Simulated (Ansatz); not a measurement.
Runs of Ansatz 0.2.0 on GeW. The structure is cubic, space group Fm-3m (No. 225). Conventional cell: a = 5.155 Å, b = 5.155 Å, c = 5.155 Å, α = 90.00°, β = 90.00°, γ = 90.00°. Around Ge (site symmetry m-3m) lie 6 W at 2.58 Å. W (site symmetry m-3m) has 6 Ge at 2.58 Å as nearest neighbours. The cell was built by a generator and needn't be a form met in nature.

| task | level | cell | k mesh | smearing | points for each segment of the path | mesh quality | gap on the mesh (eV) | pressure (GPa) | relaxed volume (Å³/atom) |
| --- | --- | --- | --- | --- | --- | --- | --- | --- | --- |
| relaxation of cell and atoms | HF | relaxed | 5 × 5 × 5 | fermi-dirac 0.05 eV | - | coarse | none | - | (a) |
| relaxation of cell and atoms | PBE+D4 | relaxed | 9 × 9 × 9 | fermi-dirac 0.05 eV | - | not flagged | none | 0.0 | 16.72 |
| band structure | HSEsol | as given | 5 × 5 × 5 | fermi-dirac 0.05 eV | 4 | coarse | none | - | - |
| relaxation of cell and atoms | HSE06 | relaxed | 5 × 5 × 5 | fermi-dirac 0.05 eV | - | coarse | none | - | 16.63 |
| single point | PBE | as given | 9 × 9 × 9 | gaussian 0.013 eV | - | not flagged | none | 0.2 | - |

Alike in all rows: potentials or basis Ansatz PAW; no spin polarisation; cutoff (eV) 420.

Estimate the missing entries.

(a) 16.88.

Caveats: some runs use coarse meshes; the plane-wave basis is chosen anew once the cell has moved, so the energies of steps on either side of that aren't comparable (some runs); the PAW data sets come from PBE, with cores solved anew for the run's functional, which leaves a small shift of forces and pressure (some runs); the potentials were made for another functional, which shifts forces and pressure (some runs); pairwise dispersion overbinds metals, which lowers pressure and volume (some runs).

A k mesh can miss the band edges, and the runs leave out spin-orbit coupling on Ge, W.

A gap of «none» marks a metal or a gap under the smearing width.

Not every run made on this cell is shown here.
